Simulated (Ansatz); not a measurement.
# HfB (quartet): from Hartree-Fock to the top rungs, def2-QZVPP

An exercise on one series of results from a longer session: the logs are not shown, and one member is left open.

Method: def2-QZVPP, core rule «outside noble gas», up to 5 orbitals frozen; program: Ansatz 0.2.0, Gaussian basis.

The runs, in order: UHF; ROHF; CCSD(T) on UHF.

2 further runs of the same task are left out: 2 set aside as unsound or not needed.

## What is computed

The geometry is a PBE0/def2-TZVP stationary point (not a proven minimum) of the parent state, kept for this charge and spin. No spin-orbit coupling is included. Elements past krypton take def2 core potentials.

2 atoms, charge 0, spin multiplicity 4.

Atoms are counted from 1 here; the program's logs count them from 0.

Bond lengths: Hf1–B2 2.166 Å.

Set-up of the first run:

in.yaml reads:

```yaml
crystal:
  periodic: [false, false, false]
  atoms:
    - {symbol: Hf, position_ang: [0.000000, 0.000000, 0.000000]}
    - {symbol: B, position_ang: [0.000000, 0.000000, 2.166000]}
basis:
  gaussian: {orbitals: "def2-QZVPP.json"}
magnetization: {spin_polarized: true, initial_magnetization: 3}
hamiltonian: {xc: hf}
output: {orbitals: {seedname: orbitals}}
```

Started as:

```sh
$ ansatz run in.yaml --threads 1 --pin off --events-out ev --progress --plain --max-ram 4096MiB --backend cpu
```

Steps of the session up to this table: UHF; ROHF; CCSD(T) on UHF.

One of the session's tables, all rows but one given; the rest of the session is left out.

It belongs to the step «Misses and costs». 

```
  method  from UCCSD(T) (kJ/mol)
    ROHF                  +482.9
     UHF                  +460.7
    UMP2                  +108.4
   UCCSD                       ?
UCCSD(T)                       0
```

**Question.** Estimate the row for UCCSD.

As computed: from UCCSD(T) (kJ/mol): +34.2. In the column «from UCCSD(T) (kJ/mol)» it lies between UCCSD(T) (0) and UMP2 (+108.4).

Caveats from the session: Warnings: spin contamination; coupled cluster took another determinant than the lowest.
